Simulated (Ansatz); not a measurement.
# AgRuC4N4: the cost of one run

Computed with Ansatz 0.2.0 (DFT PBE, scalar-relativistic, plane waves, PAW, unless a step's input says otherwise).

### 1 The system as given

The structure is cubic, space group P-43m (No. 215). Conventional cell: a = 5.988 Å, b = 5.988 Å, c = 5.988 Å, α = 90.00°, β = 90.00°, γ = 90.00°. Ag (site symmetry -43m) is surrounded by 4 N at 2.12 Å. Ru (site symmetry -43m) is surrounded by 4 C at 1.90 Å. Around C (site symmetry 3m) lie 1 N at 1.17 Å and 1 Ru at 1.90 Å. Around N (site symmetry 3m) lie 1 C at 1.17 Å.

Structure file:

```
Ag Ru C N
1.0
     5.98828    0.00000    0.00000
     0.00000    5.98828    0.00000
     0.00000    0.00000    5.98828
Ag Ru C N
1 1 4 4
Direct
  0.50000 0.50000 0.50000
  0.00000 0.00000 0.00000
  0.18280 0.18280 0.18280
  0.18280 0.81720 0.81720
  0.81720 0.18280 0.81720
  0.81720 0.81720 0.18280
  0.29560 0.29560 0.29560
  0.29560 0.70440 0.70440
  0.70440 0.29560 0.70440
  0.70440 0.70440 0.29560
```

A structure generator made this guess: two interpenetrating cyanide-bridged diamond nets (P-43m, No. 215). The dimensions are guesses.

### 2 The guess as it stands, on a coarse mesh

File input.yaml:

```yaml
crystal:
  lattice:
    - [5.98827699, 0.0, 0.0]
    - [0.0, 5.98827699, 0.0]
    - [0.0, 0.0, 5.98827699]
  atoms:
    - { symbol: Ag, position: [0.5, 0.5, 0.5] }
    - { symbol: Ru, position: [0.0, 0.0, 0.0], spin: 1.0 }
    - { symbol: C, position: [0.18279985, 0.18279985, 0.18279985] }
    - { symbol: C, position: [0.18279985, 0.81720015, 0.81720015] }
    - { symbol: C, position: [0.81720015, 0.18279985, 0.81720015] }
    - { symbol: C, position: [0.81720015, 0.81720015, 0.18279985] }
    - { symbol: "N", position: [0.29560355, 0.29560355, 0.29560355] }
    - { symbol: "N", position: [0.29560355, 0.70439645, 0.70439645] }
    - { symbol: "N", position: [0.70439645, 0.29560355, 0.70439645] }
    - { symbol: "N", position: [0.70439645, 0.70439645, 0.29560355] }
basis:
  ecutwfc: 420
kpoints:
  mp_grid: { grid: [4, 4, 4] }
hamiltonian:
  xc: pbe
scf:
  occupations: { method: gaussian, width: 0.1 }
  lower_state_search: "off"
output:
  forces: true
  stress: true
  eigenvalues: true
  populations: true
magnetization:
  spin_polarized: true
```

Run with:

```sh
$ ansatz run input.yaml --threads 1 --pin off --max-ram 2560MiB --backend cpu --events-out ev --progress --plain --runs-dir out
```

**Question.** How long does this run take on 1 thread of Intel Xeon Platinum 8488C (Sapphire Rapids), shared host, and how much memory does it need?

About 21 s, with a peak of 0.64 GiB.
